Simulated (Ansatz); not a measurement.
MnPt2, space group P-3m1, an equation of state with a fit

Computed with Ansatz's Python interface.

Interactive session:
```pycon
>>> from dataclasses import dataclass
>>> import ansatz as az
>>> import numpy as np
>>> from pymatgen.analysis.eos import EOS
>>> @dataclass(frozen=True)
... class Options:
...     scf_tol: float = 1e-10
...     functional: str = 'PBE'
...     vdw: str = 'd3bjatm'
...     occupations: str = 'fermi_dirac'
...     width_ev: float = 0.15
...     cutoff_ev: int = 550
...     kgrid: tuple[int, ...] = (12, 12, 5)
...
>>> cfg = Options()
>>> vectors0 = np.array([
...     [2.858404, 0.0, 0.0],
...     [-1.429202, 2.475451, 0.0],
...     [0.0, 0.0, 6.532504],
... ])
>>> sites = [
...     ('Mn', (0.0, 0.0, 0.0), 2.8),
...     ('Pt', (1 / 3, 2 / 3, 0.683794), 0.0),
...     ('Pt', (2 / 3, 1 / 3, 0.316206), 0.0),
... ]
>>> def on_lattice(cell):
...     crystal = az.Crystal(lattice=az.Lattice.of(cell))
...     for symbol, position, moment in sites:
...         crystal = crystal.atom(symbol, position, moment=moment or None)
...     return crystal
...
>>> # uniform scaling of the cell
>>> volumes, energies, pressures = [], [], []
>>> for scale in np.linspace(0.95, 1.07, 5):
...     cell = vectors0 * scale ** (1 / 3)
...     base = (
...         on_lattice(cell).calculation()
...         .scf(tolerance=cfg.scf_tol)
...         .functional(cfg.functional, dispersion=cfg.vdw)
...         .occupations(cfg.occupations, width=cfg.width_ev)
...         .basis(cfg.cutoff_ev)
...         .spin(az.SpinTreatment.COLLINEAR)
...         .kpoints(*cfg.kgrid)
...         .stress()
...     )
...     summary = base.run(threads=1).report
...     volumes.append(abs(np.linalg.det(cell)) / len(sites))
...     energies.append(summary['free_energy_ev'] / len(sites))
...     pressures.append(np.trace(summary['stress_gpa']) / 3)
...     print(f'V = {volumes[-1]:8.4f} A^3/atom  F = {energies[-1]:.5f} eV/atom  P = {pressures[-1]:8.3f} GPa')
...
V =  14.6373 A^3/atom  F = -9649.00679 eV/atom  P =    3.451 GPa
V =  15.0995 A^3/atom  F = -9649.00811 eV/atom  P =   -2.396 GPa
V =  15.5617 A^3/atom  F = -9648.99374 eV/atom  P =   -7.426 GPa
V =  16.0240 A^3/atom  F = -9648.96599 eV/atom  P =  -11.697 GPa
V =  16.4862 A^3/atom  F = -9648.92691 eV/atom  P =  -15.284 GPa
>>> for form in ['vinet', 'pourier_tarantola', 'murnaghan']:
...     fit = EOS(eos_name=form).fit(volumes, energies)
...     print(f'{form:18s} V0 {fit.v0:8.4f} A^3/atom  B0 {fit.b0_GPa:7.1f} GPa  B1 {fit.b1:5.2f}')
...
vinet              V0  14.9016 A^3/atom  B0   187.7 GPa  B1  4.19
pourier_tarantola  V0  14.9017 A^3/atom  B0   187.4 GPa  B1  4.10
murnaghan          V0  14.9015 A^3/atom  B0   188.3 GPa  B1  4.46
```

A third-order Birch-Murnaghan fit through the 5 points has its minimum at 14.90 Å³ an atom, 3.3 % below the typed cell, with a bulk modulus of 188 GPa and dB/dP = 4.3. From that minimum the energy rises by 2.8 meV an atom on the compressed side and 82.7 meV on the expanded side. The window is off centre, so dB/dP is rough.

Total energies depend on the potentials; only differences at equal settings carry meaning. The magnetic order follows from the starting moments and needn't be the lowest. Shape and fractional positions are held along the curve, so the bulk modulus is an upper value where they are free to relax, by a factor of two or more in layered or hydrogen-bonded cells. Dispersion corrections can be off by several per cent in the lattices of metals, and by several GPa in the pressure at a fixed cell. A Fermi-Dirac width this large means warm electrons, whose thermal share enters the free energy. Pressure is positive in compression. Spin-orbit coupling, which matters for elements this heavy, is left out. This cell is a computed structure, which may not be the phase found in nature. Finished in 3.6 min on 1 thread of Arm Neoverse V1 (shared host), peak memory 1.2 GiB.
